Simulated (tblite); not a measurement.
# C8H15PS: the cost of one run

Programs: tblite 0.8.0 and PySCF 2.14.0, with density-fitted response routines of our own. Each step states its level of theory. These are calculated values for one molecule, in the gas phase or a continuum, unless marked as measured. Atoms are numbered from 0 throughout.

### 1 The starting structure

25 atoms, charge 0, multiplicity 1; geometry from: force field or distance geometry start.

Bonds of the start (Å): C0–C1 1.52, C1–C2 1.51, C2–C3 1.36, C3–C4 1.48, C3–C5 1.51, C5–C6 1.53, C6–P7 1.82, P7–C8 1.80, P7–S9 1.95, P7–C2 1.76, C0–H10 1.09, C0–H11 1.10, C0–H12 1.11, C1–H13 1.08, C1–H14 1.09, C4–H15 1.09, C4–H16 1.10, C4–H17 1.09, C5–H18 1.10, C5–H19 1.10, C6–H20 1.11, C6–H21 1.09, C8–H22 1.10, C8–H23 1.10, C8–H24 1.10.

### 2 Geometry optimisation with GFN2-xTB

The job: settings as JSON, then the geometry in Å.

```
{"job": {"kind": "relax", "xc": "GFN2-xTB", "basis": "xTB"}, "charge": 0, "multiplicity": 1}
C     -2.543100    -1.256800     0.313000
C     -1.403500    -1.082000    -0.672900
C     -0.290600    -0.240600    -0.100700
C     -0.188500     1.115300    -0.158400
C     -1.158900     2.072700    -0.741100
C      1.072200     1.668300     0.457400
C      1.718200     0.567600     1.303000
P      1.102900    -1.014500     0.655900
C      2.188700    -1.336900    -0.746700
S      0.968500    -2.458100     1.956300
H     -2.227100    -1.725000     1.244900
H     -3.332100    -1.890800    -0.124500
H     -3.011400    -0.287500     0.571600
H     -1.769000    -0.657000    -1.601500
H     -1.001500    -2.063100    -0.926200
H     -2.050200     1.584900    -1.139900
H     -0.681700     2.632800    -1.560400
H     -1.493500     2.785000     0.009000
H      0.871100     2.548500     1.089300
H      1.762300     1.976600    -0.336800
H      1.386100     0.676000     2.351900
H      2.809100     0.620200     1.290100
H      3.191400    -1.591800    -0.383900
H      1.792600    -2.169300    -1.350600
H      2.277200    -0.450500    -1.389700
```

On the command line:

```console
OMP_NUM_THREADS=1 python probes_run.py task.json out
```

This one command runs all jobs of the session in turn.

**Question.** How long does this first job take on 1 thread of Arm Neoverse N1, shared host, and how much memory does it need?

About 1.8 s, with a peak of 0.18 GiB.
